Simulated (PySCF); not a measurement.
**RbS+: from the state search to spectroscopic constants**

The task here is to estimate one member of a computed series from the others.

Method: Rb jorge-DZP-DKH, S jorge-DZP-DKH, spin-free X2C with a Gaussian nucleus; program: PySCF 2.14.0.

The first run:

A driver script around PySCF takes these settings:

```
atoms                         : Rb, S
charge                        : 1
basis                         : Rb jorge-DZP-DKH, S jorge-DZP-DKH
Hamiltonian                   : spin-free X2C with a Gaussian nucleus
basis functions               : 60
electrons treated             : 52
masses in u                   : 84.9118, 31.9721
levels                        : PBE0, PBE, r²SCAN, B3LYP, BLYP, MN15, HF, MP2, SCS-MP2, CCSD, CCSD(T)
grid                          : 80 radial by 434 angular points
occupations                   : held fixed by the projection of orbital angular momentum
dissociation limit            : Rb+ + S, each in its ground configuration
starting distance in angstrom : 3.145
values of 2S to try           : 0, 2
```

On the command line:

```
$ OMP_NUM_THREADS=1 python dia.py task.json out
```

Steps of the session up to this table: Set-up; The PBE0 curve of the state that the search chose; Excited determinants; PBE (GGA); r²SCAN (meta-GGA); B3LYP; BLYP (GGA); MN15 (hybrid meta-GGA); UHF (mean field); Adding correlation.

One table of the session follows, with a row left open; its other results are not shown here.

| level | Re (Å) | ωe (cm⁻¹) | De (eV) |
| --- | --- | --- | --- |
| UHF | 3.709 | 73.4 | 0.217 |
| UHF-MP2 | 3.664 | 75.7 | 0.236 |
| UHF-SCS-MP2 | 3.678 | 74.7 | 0.231 |
| UHF-CCSD | 3.679 | 74.7 | 0.231 |
| UHF-CCSD(T) | 3.677 | 74.9 | 0.234 |
| PBE | 3.550 | 83.8 | 0.295 |
| BLYP | 3.614 | 78.7 | 0.270 |
| r²SCAN | 3.571 | 81.9 | 0.285 |
| B3LYP | 3.583 | 81.3 | 0.264 |
| PBE0 | 3.546 | 83.7 | 0.273 |
| MN15 | ? | ? | ? |

**Question.** Estimate the row for MN15.

The run gave: Re (Å): 3.538; ωe (cm⁻¹): 84.7; De (eV): 0.306. In the column «Re (Å)» it is the lowest.

De is counted to Rb+ + S in their ground configurations.

Limits of these values: The bond is weak, and basis-set superposition, which was not computed, may be a sizeable part of it.
